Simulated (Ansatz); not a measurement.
# BH2ClO (SMILES OBCl) at B3LYP/STO-3G

What is the electronic atomisation energy of BH2ClO at B3LYP/STO-3G? 

Program for the calculation: Ansatz 0.2.0.

65 further runs of the same task are left out: 4 that didn't finish, 61 set aside as unsound or not needed.

### Step 1. The molecule

The species is BH2ClO (5 atoms), meant as a singlet with charge 0. SMILES: `OBCl`. The coordinates come from a PBE0-D4/def2-TZVP relaxation. This is one conformer, not always the lowest.

Bond lengths: O1–B2 1.340 Å, B2–Cl3 1.766 Å, O1–H4 0.963 Å, B2–H5 1.189 Å. Angles: O1–B2–Cl3 121.0°, O1–B2–H5 119.8°, Cl3–B2–H5 119.2°, B2–O1–H4 113.9°.

### Step 2. The energy at B3LYP/STO-3G

The input, in.yaml:

```yaml
crystal:
  periodic: [false, false, false]
  atoms:
    - {symbol: O, position_ang: [-0.863300, -0.618600, -0.002900]}
    - {symbol: B, position_ang: [0.379000, -0.137200, 0.137900]}
    - {symbol: Cl, position_ang: [0.788600, 1.496000, -0.395300]}
    - {symbol: H, position_ang: [-1.477700, 0.001200, -0.409700]}
    - {symbol: H, position_ang: [1.223300, -0.815100, 0.628600]}
basis:
  gaussian:
    orbitals: STO-3G
hamiltonian:
  xc: {name: B3LYP}
accuracy: high
```

Launch:

```console
ansatz run in.yaml --threads 1 --pin off --max-ram 2610MiB --events-out events.jsonl --progress --plain --runs-dir runs
```

Output:

```text
Warning: RAYON_NUM_THREADS=1 ignored (pool sized by the plan → 1); use --threads N
Functional definition: B3LYP
  name "B3LYP"
  parameter a0 = 0.2
  parameter ax = 0.72
  parameter ac = 0.81
  exchange = (1 - a0 - ax)*slater_x + ax*b88_x + a0*exact_x
  correlation = (1 - ac)*vwn_rpa_c + ac*lyp_c
374 factors; integrals over basis functions are off by at most 3.1e-8 eV
mean field evaluation 1: about -15106.2771 eV, gradient 1.7e1 eV
mean field evaluation 2: about -15106.0831 eV, gradient 2.1e1 eV
mean field evaluation 4: about -15107.3541 eV, gradient 7.8e-1 eV
mean field evaluation 8: about -15107.3345 eV, gradient 8.2e-4 eV
mean field evaluation 16: about -15107.3345 eV, gradient 3.2e-8 eV
mean field -15107.33448950 eV, -555.1843023700 hartree, gradient 3.2e-8 eV, S^2 0.000000; 0 other end points of the search recorded, 0 dependent functions left out
reference -15107.33451524 eV, -555.1843033159 hartree; 16, 16 occupied and 5, 5 virtual orbitals, 374 factors
Total energy: -15107.33451524 eV, -555.1843033159 hartree
```

Run time: 1.2 s. Hardware: 1 thread of Arm Neoverse V1, shared host; peak memory 0.095 GiB.

### Step 3. The B atom

The input, job.yaml:

```yaml
crystal:
  periodic: [false, false, false]
  atoms:
    - {symbol: B, position_ang: [0.000000, 0.000000, 0.000000]}
basis:
  gaussian:
    orbitals: STO-3G
hamiltonian:
  xc: {name: B3LYP}
magnetization:
  spin_polarized: true
  initial_magnetization: 1
accuracy: high
```

Run the same way, it converges to -24.28154 Eh (log not shown).

### Step 4. The Cl atom at the same level

The input, molecule.yaml:

```yaml
crystal:
  periodic: [false, false, false]
  atoms:
    - {symbol: Cl, position_ang: [0.000000, 0.000000, 0.000000]}
basis:
  gaussian:
    orbitals: STO-3G
magnetization:
  spin_polarized: true
  initial_magnetization: 1
hamiltonian:
  xc: {name: B3LYP}
accuracy: high
```

Run the same way, it converges to -455.11819 Eh (log not shown).

### Step 5. The H atom, same level

molecule.yaml: that of step 4 with these lines changed.

```diff
@@ -3,3 +3,3 @@
   atoms:
-    - {symbol: Cl, position_ang: [0.000000, 0.000000, 0.000000]}
+    - {symbol: H, position_ang: [0.000000, 0.000000, 0.000000]}
 basis:
```

Run the same way, it converges to -0.46753 Eh (log not shown).

### Step 6. The O atom at the same level

The input, molecule.yaml:

```yaml
crystal:
  periodic: [false, false, false]
  atoms:
    - {symbol: O, position_ang: [0.000000, 0.000000, 0.000000]}
basis:
  gaussian:
    orbitals: STO-3G
magnetization:
  spin_polarized: true
  initial_magnetization: 2
hamiltonian:
  xc: {name: B3LYP}
accuracy: high
```

Launch:

```console
ansatz run molecule.yaml --threads 1 --pin off --max-ram 2610MiB --events-out events.jsonl --progress --plain --runs-dir runs
```

Output, cut to the lines that bear on the results:

```text
Warning: RAYON_NUM_THREADS=1 ignored (pool sized by the plan → 1); use --threads N
[... 7 set-up lines as earlier in the session ...]
15 factors; integrals over basis functions are off by at most 1.1e-9 eV
mean field evaluation 1: about -2014.5906 eV, gradient 4.4e-12 eV
mean field evaluation 2: about -2014.5912 eV, gradient 7.8e-12 eV
mean field -2014.59122478 eV, -74.0348619718 hartree, gradient 0.0e0 eV, S^2 2.000000; 0 other end points of the search recorded, 0 dependent functions left out
reference -2014.59123489 eV, -74.0348623433 hartree; 5, 3 occupied and 0, 2 virtual orbitals, 15 factors
Total energy: -2014.59123489 eV, -74.0348623433 hartree
```

It took 0.18 s on 1 thread of Arm Neoverse V1, shared host.

### Step 7. Outcome

At B3LYP/STO-3G:

| quantity | value |
| --- | --- |
| molecule: total energy | -555.18430 Eh |
| B atom: total energy | -24.28154 Eh |
| B atom: ⟨S²⟩ | 0.750 |
| Cl atom: total energy | -455.11819 Eh |
| Cl atom: ⟨S²⟩ | 0.750 |
| H atom: total energy | -0.46753 Eh |
| H atom: ⟨S²⟩ | 0.750 |
| O atom: total energy | -74.03486 Eh |
| O atom: ⟨S²⟩ | 2.000 |
| electronic atomisation energy | 22.168 eV |

Taking the molecule apart into free atoms costs 22.17 eV (2139 kJ/mol), before zero-point energy and without spin-orbit coupling. In a minimal basis such a difference can be off by several eV, whatever the method.
